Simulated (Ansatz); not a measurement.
**H7N2OSi2 radical: a ladder of functionals and wavefunction methods**

One table from this session's results is given with a row withheld; the runs are named, their logs left out.

The runs use Ansatz 0.2.0, Gaussian basis; functionals in def2-TZVPP, the program's frozen cores in correlated methods.

Levels to be run: PBE-D4, r2SCAN-D4, PBE0-D4, B3LYP-D4, ωB97X-V, ωB97M-V, B2PLYP; CCSD(T)/def2-TZVPP; MP2/def2-QZVPP; extrapolation to the limit.

## The relaxed structure

An earlier PBE0-D4 in a triple-zeta def2 set relaxation fixed the geometry.

SMILES `N[SiH]O[SiH2]N`, 12 atoms, charge 0, spin multiplicity 2.

Atoms are counted from 1 here; the program's logs count them from 0.

Bond lengths: N1–Si2 1.723 Å, N1–H6 1.009 Å, N1–H7 1.010 Å, Si2–O3 1.643 Å, Si2–H8 1.499 Å, O3–Si4 1.636 Å, Si4–N5 1.718 Å, Si4–H9 1.484 Å, Si4–H10 1.483 Å, N5–H11 1.007 Å, N5–H12 1.007 Å. Angles: Si2–N1–H6 119.3°, Si2–N1–H7 117.3°, H6–N1–H7 111.6°, N1–Si2–O3 108.0°, N1–Si2–H8 106.9°, O3–Si2–H8 109.6°, Si2–O3–Si4 138.4°, O3–Si4–N5 112.1°, O3–Si4–H9 110.0°, O3–Si4–H10 105.5°, N5–Si4–H9 106.4°, N5–Si4–H10 111.3°, H9–Si4–H10 111.7°, Si4–N5–H11 121.4°, Si4–N5–H12 119.4°, H11–N5–H12 111.4°.

The first run:

Input file in.yaml:

```yaml
crystal:
  periodic: [false, false, false]
  atoms:
    - {symbol: N, position_ang: [-0.118445, -1.744066, 0.896668]}
    - {symbol: Si, position_ang: [1.112390, -0.672975, 1.451126]}
    - {symbol: O, position_ang: [1.199982, 0.586009, 0.398859]}
    - {symbol: Si, position_ang: [0.344855, 1.193475, -0.857167]}
    - {symbol: N, position_ang: [-1.341664, 0.910673, -0.688681]}
    - {symbol: H, position_ang: [-0.205373, -2.656831, 1.316925]}
    - {symbol: H, position_ang: [-1.021876, -1.343037, 0.687127]}
    - {symbol: H, position_ang: [2.400135, -1.440387, 1.426616]}
    - {symbol: H, position_ang: [0.756206, 0.530002, -2.119170]}
    - {symbol: H, position_ang: [0.649055, 2.644858, -0.877516]}
    - {symbol: H, position_ang: [-1.939475, 1.569472, -0.217352]}
    - {symbol: H, position_ang: [-1.835791, 0.422816, -1.417445]}
basis:
  gaussian: {orbitals: def2-TZVPP}
magnetization: {spin_polarized: true, initial_magnetization: 1}
hamiltonian: {xc: pbe, dispersion: d4}
output: {forces: true, orbitals: {seedname: orbitals}}
```

Command:

```sh
$ ansatz run in.yaml --threads 2 --pin off --events-out ev --progress --plain --max-ram 22528MiB --backend cuda --devices 0, --max-vram 18GiB
```

Among the steps run: PBE-D4 (GGA); r2SCAN-D4 (meta-GGA); PBE0-D4 (hybrid); B3LYP-D4 (hybrid); ωB97X-V (range-separated); ωB97M-V (range-separated); B2PLYP (double hybrid); CCSD(T) in def2-TZVPP; MP2 in def2-QZVPP.

One of the session's tables, all rows but one given; the rest of the session is left out.

It belongs to the step «Atomisation energies». 

| method | atomisation energy (kJ/mol) |
| --- | --- |
| PBE-D4 | 4211.6 |
| r2SCAN-D4 | 4167.4 |
| PBE0-D4 | 4134.8 |
| B3LYP-D4 | 4191.3 |
| ωB97X-V | 4201.7 |
| ωB97M-V | 4190.2 |
| B2PLYP | 4130.4 |
| HF/def2-TZVPP | 2934.1 |
| MP2/def2-TZVPP | 4097.0 |
| CCSD/def2-TZVPP | ? |
| CCSD(T)/def2-TZVPP | 4040.2 |
| MP2/CBS | 4240.9 |
| CCSD(T)/CBS | 4184.2 |

**Question.** Estimate the row for CCSD/def2-TZVPP.

As computed: atomisation energy (kJ/mol): 3982.5. In the column «atomisation energy (kJ/mol)» it lies between HF/def2-TZVPP (2934.1) and CCSD(T)/def2-TZVPP (4040.2).
